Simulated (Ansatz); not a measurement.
**GePH₅ (singlet): from Hartree-Fock to the top rungs, cc-pVDZ**

Aim: climb from Hartree-Fock through coupled cluster and multireference methods for GePH₅ (singlet) at one geometry and basis, and see what each rung misses.

Computed with Ansatz 0.2.0, Gaussian basis. Level: cc-pVDZ, core rule «outside noble gas», up to 19 orbitals frozen.

The runs, in order: UHF; CCSD(T) on RHF; BCCD(T) on RHF; CISD; CCSDT(Q) on RHF; CASSCF and MRCISD+Q, 8 electrons in 8 orbitals; CASSCF and NEVPT2, 8 electrons in 8 orbitals.

12 further runs of the same task are left out: 6 that didn't finish, 6 set aside as unsound or not needed.

### Step 1. The system

The geometry is a PBE0/def2-TZVP stationary point (not a proven minimum). No spin-orbit coupling is included. The filled d shell of Ge may be among the frozen orbitals whatever the setting's name suggests; the logs give the count.

7 atoms, charge 0, spin multiplicity 1.

Atoms are counted from 1 here; the program's logs count them from 0.

Bond lengths: Ge1–P2 2.322 Å, Ge1–H3 1.537 Å, Ge1–H4 1.537 Å, Ge1–H5 1.538 Å, P2–H6 1.421 Å, P2–H7 1.421 Å. Angles: P2–Ge1–H3 108.1°, P2–Ge1–H4 108.1°, P2–Ge1–H5 113.2°, H3–Ge1–H4 109.0°, H3–Ge1–H5 109.2°, H4–Ge1–H5 109.2°, Ge1–P2–H6 93.8°, Ge1–P2–H7 93.8°, H6–P2–H7 93.1°.

### Step 2. UHF

The input, in.yaml:

```yaml
crystal:
  periodic: [false, false, false]
  atoms:
    - {symbol: Ge, position_ang: [-0.019400, 0.000000, 0.692332]}
    - {symbol: P, position_ang: [0.103187, -0.000001, -1.626866]}
    - {symbol: H, position_ang: [0.708145, -1.251254, 1.209657]}
    - {symbol: H, position_ang: [0.708144, 1.251256, 1.209656]}
    - {symbol: H, position_ang: [-1.462963, 0.000000, 1.222775]}
    - {symbol: H, position_ang: [-0.863073, -1.031331, -1.771848]}
    - {symbol: H, position_ang: [-0.863074, 1.031328, -1.771848]}
basis:
  gaussian: {orbitals: cc-pVDZ}
magnetization: {spin_polarized: true, initial_magnetization: 0}
hamiltonian: {xc: hf}
output: {orbitals: {seedname: orbitals}}
```

Started as:

```
ansatz run in.yaml --threads 1 --pin off --events-out ev --progress --plain --max-ram 2393MiB
```

After this run come: CCSD(T) on RHF; BCCD(T) on RHF; CISD; CCSDT(Q) on RHF; CASSCF and MRCISD+Q, 8 electrons in 8 orbitals; CASSCF and NEVPT2, 8 electrons in 8 orbitals.

**Question.** What will the summary of the whole plan be? Wanted: RCCSDT(Q) below the RHF energy; RMP2 from RCCSDT(Q); RCCSD from RCCSDT(Q); RCCSD(T) from RCCSDT(Q); NEVPT2 frontier from RCCSDT(Q); MRCISD+Q frontier from RCCSDT(Q); T1 diagnostic.

The runs gave:

| quantity | value |
| --- | --- |
| RCCSDT(Q) below the RHF energy | -7.7298 eV |
| RMP2 from RCCSDT(Q) | +34.56 kcal/mol |
| RCCSD from RCCSDT(Q) | +5.37 kcal/mol |
| RCCSD(T) from RCCSDT(Q) | +0.91 kcal/mol |
| NEVPT2 frontier from RCCSDT(Q) | +32.81 kcal/mol |
| MRCISD+Q frontier from RCCSDT(Q) | +1.11 kcal/mol |
| levels within 1 kcal/mol (43 meV) | RCCSD(T), BCCD(T), RCCSDT |
| T1 diagnostic | 0.011 |

In words: RCCSD(T) lands +0.91 kcal/mol from the yardstick (0.5 % of the correlation energy). Of the multireference levels listed MRCISD+Q frontier comes nearest in total energy (+1.11 kcal/mol), which doesn't show that its space is the better one. These misses are within one basis, not against nature.
